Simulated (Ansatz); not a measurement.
# CsH5N2: the cost of one run

Method: DFT, PBE, plane-wave PAW, default files, scalar-relativistic, as far as a step names no other, in Ansatz 0.2.0.

### 1 Starting point

The structure is orthorhombic, space group Pnma (No. 62). The conventional cell has a = 7.049 Å, b = 5.732 Å, c = 10.283 Å, α = 90.00°, β = 90.00°, γ = 90.00°. Cs (site symmetry m) is surrounded by 7 H at 2.92 to 3.25 Å and 7 N at 2.96 to 3.76 Å. H (site symmetry m) is surrounded by 1 N at 1.03 Å. H (site symmetry 1) is surrounded by 1 N at 1.05 Å. N (site symmetry m) is surrounded by 2 H at 1.03 Å. Around N (site symmetry m) lie 3 H at 1.03 to 1.05 Å.

Coordinates:

```
Cs H N
1.0
     7.04869    0.00000    0.00000
     0.00000    5.73243    0.00000
     0.00000    0.00000   10.28280
Cs H N
4 20 8
Direct
  0.79530 0.25000 0.41618
  0.29530 0.25000 0.08382
  0.20470 0.75000 0.58382
  0.70470 0.75000 0.91618
  0.73424 0.25000 0.13570
  0.23424 0.25000 0.36429
  0.26576 0.75000 0.86430
  0.76576 0.75000 0.63570
  0.88769 0.25000 0.02107
  0.38769 0.25000 0.47892
  0.11231 0.75000 0.97893
  0.61231 0.75000 0.52107
  0.26690 0.25000 0.74703
  0.76690 0.25000 0.75297
  0.73310 0.75000 0.25297
  0.23310 0.75000 0.24703
  0.09471 0.10036 0.81160
  0.59471 0.39964 0.68840
  0.90529 0.60036 0.18840
  0.40529 0.89964 0.31160
  0.90529 0.89964 0.18840
  0.40529 0.60036 0.31160
  0.09471 0.39964 0.81160
  0.59471 0.10036 0.68840
  0.87934 0.25000 0.12116
  0.37934 0.25000 0.37884
  0.12066 0.75000 0.87884
  0.62066 0.75000 0.62116
  0.12151 0.25000 0.75635
  0.62151 0.25000 0.74365
  0.87849 0.75000 0.24366
  0.37849 0.75000 0.25634
```

### 2 Gradients at the starting positions

input.yaml reads:

```yaml
crystal:
  lattice:
    - [7.048686, 0.0, 0.0]
    - [0.0, 5.732434, 0.0]
    - [0.0, 0.0, 10.282798]
  atoms:
    - { symbol: Cs, position: [0.795297, 0.25, 0.416183] }
    - { symbol: Cs, position: [0.295297, 0.25, 0.083817] }
    - { symbol: Cs, position: [0.204703, 0.75, 0.583817] }
    - { symbol: Cs, position: [0.704703, 0.75, 0.916183] }
    - { symbol: H, position: [0.734244, 0.25, 0.135705] }
    - { symbol: H, position: [0.234244, 0.25, 0.364295] }
    - { symbol: H, position: [0.265756, 0.75, 0.864295] }
    - { symbol: H, position: [0.765756, 0.75, 0.635705] }
    - { symbol: H, position: [0.887686, 0.25, 0.021075] }
    - { symbol: H, position: [0.387686, 0.25, 0.478925] }
    - { symbol: H, position: [0.112314, 0.75, 0.978925] }
    - { symbol: H, position: [0.612314, 0.75, 0.521075] }
    - { symbol: H, position: [0.266897, 0.25, 0.747033] }
    - { symbol: H, position: [0.766897, 0.25, 0.752967] }
    - { symbol: H, position: [0.733103, 0.75, 0.252967] }
    - { symbol: H, position: [0.233103, 0.75, 0.247033] }
    - { symbol: H, position: [0.094714, 0.100362, 0.811602] }
    - { symbol: H, position: [0.594714, 0.399638, 0.688398] }
    - { symbol: H, position: [0.905286, 0.600362, 0.188398] }
    - { symbol: H, position: [0.405286, 0.899638, 0.311602] }
    - { symbol: H, position: [0.905286, 0.899638, 0.188398] }
    - { symbol: H, position: [0.405286, 0.600362, 0.311602] }
    - { symbol: H, position: [0.094714, 0.399638, 0.811602] }
    - { symbol: H, position: [0.594714, 0.100362, 0.688398] }
    - { symbol: "N", position: [0.879339, 0.25, 0.121159] }
    - { symbol: "N", position: [0.379339, 0.25, 0.378841] }
    - { symbol: "N", position: [0.120661, 0.75, 0.878841] }
    - { symbol: "N", position: [0.620661, 0.75, 0.621159] }
    - { symbol: "N", position: [0.121513, 0.25, 0.756345] }
    - { symbol: "N", position: [0.621513, 0.25, 0.743655] }
    - { symbol: "N", position: [0.878487, 0.75, 0.243655] }
    - { symbol: "N", position: [0.378487, 0.75, 0.256345] }
kpoints:
  mp_grid: { grid: [4, 5, 3] }
scf:
  occupations: { method: fermi_dirac, width: 0.02 }
hamiltonian:
  xc: pbe
  pseudopotentials: { kind: paw }
output:
  forces: true
  stress: true
  populations: true
  efg:
    quadrupole_moments_barn: { Cs: -0.00343, H: 0.00285783, "N": 0.02044 }
    contact_densities: true
```

Command:

```console
> ansatz run input.yaml --threads 1 --pin off --max-ram 2560MiB --backend cpu --events-out ev --progress --plain --runs-dir out
```

What time and memory should one allow on 1 thread of Arm Neoverse V2, shared host?

About 48 s, with a peak of 0.88 GiB.
